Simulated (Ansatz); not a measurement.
**BaSr3 (Fm-3m): convergence test of the k-point mesh, by script**

A script is to give a convergence test of the k-point mesh; the system is BaSr3 (Fm-3m).

Computed with Ansatz 0.2.0 through its Python package. Level of theory: DFT PBEsol, plane waves, PAW.

### Step 1. Starting point

Symmetry: Fm-3m, No. 225, cubic system. Conventional cell: a = 9.750 Å, b = 9.750 Å, c = 9.750 Å, α = 90.00°, β = 90.00°, γ = 90.00°. Around Ba (site symmetry m-3m) lie 8 Sr at 4.22 Å. Sr (site symmetry -43m) has 4 Ba at 4.22 Å and 4 Sr at 4.22 Å as nearest neighbours. Sr (site symmetry m-3m) is surrounded by 8 Sr at 4.22 Å.

No structure file is read: the coordinates are typed or built in the script.

### Step 2. Script

Contents of kconv_basr3.py:

```python
"""k-point test for BaSr3."""

import warnings

import ansatz as az
from ase import Atoms

warnings.simplefilter("ignore", az.DeckWarning)

atoms = Atoms(
    ["Ba", "Sr", "Sr", "Sr"],
    scaled_positions=[
        [0.0, 0.0, 0.0],
        [0.25, 0.25, 0.25],
        [0.75, 0.75, 0.75],
        [0.5, 0.5, 0.5],
    ],
    cell=[
        [0.0, 4.87503, 4.87503],
        [4.87503, 0.0, 4.87503],
        [4.87503, 4.87503, 0.0],
    ],
    pbc=True,
)
cell = az.Crystal.from_ase(atoms)

calculation = (
    cell.calculation()
    .occupations(az.OccupationsMethod.GAUSSIAN, width=0.1)
    .functional("pbesol")
    .basis(450)
)

rows = []
for value in [(2, 2, 2), (3, 3, 3), (4, 4, 4), (5, 5, 5)]:
    r = calculation.kpoints(mesh=value).run(threads=1).report
    rows.append((value, r["free_energy_ev"] / len(r["lattice"]["sites"]), r["n_iterations"], r["n_kpoints"]))

print("        mesh   F/atom (eV)    iterations      k-points")
for row in rows:
    print(f"{str(row[0]):>12s}  {row[1]:12.5f}  {row[2]:12d}  {row[3]:12d}")

# the last row is the reference
for row in rows[:-1]:
    shift = 1000 * (row[1] - rows[-1][1])
    print(f"{row[0]}: {shift:+.2f} meV/atom" + ("  (within 5 meV)" if abs(shift) < 5 else ""))
```

### Step 3. The calls as engine input

The package turns the script's settings into the engine's input (first run):

```yaml
crystal:
  lattice:
    - [0.0, 4.87503, 4.87503]
    - [4.87503, 0.0, 4.87503]
    - [4.87503, 4.87503, 0.0]
  atoms:
    - { symbol: Ba, position: [0.0, 0.0, 0.0] }
    - { symbol: Sr, position: [0.25, 0.25, 0.25] }
    - { symbol: Sr, position: [0.75, 0.75, 0.75] }
    - { symbol: Sr, position: [0.5, 0.5, 0.5] }
basis:
  ecutwfc: 450.0
kpoints:
  mp_grid:
    grid: [2, 2, 2]
hamiltonian:
  xc: pbesol
scf:
  occupations:
    method: gaussian
    width: 0.1
```

### Step 4. Running it

The run is started by

```bash
> python kconv_basr3.py
```

**Question.** From which mesh on is the energy per atom within 5 meV of the last row, and how does it get there?

**Answer**, as computed:

| quantity | value |
| --- | --- |
| runs compared | 4 |
| last run but one, from the last | +1.82 meV/atom |
| within 5 meV/atom of the last run from | [4, 4, 4] |

From 4×4×4 on it stays within 5 meV an atom of the value at 5×5×5; the first row (2×2×2) is off by 66.6 meV and the last but one by 1.82 meV. This holds for F at a smearing of 0.1 eV; a narrower one needs a denser mesh. The structure comes from a database of computed cells and needn't be a stable or known phase. Shifts are counted from the finest mesh, which is itself no proven limit.
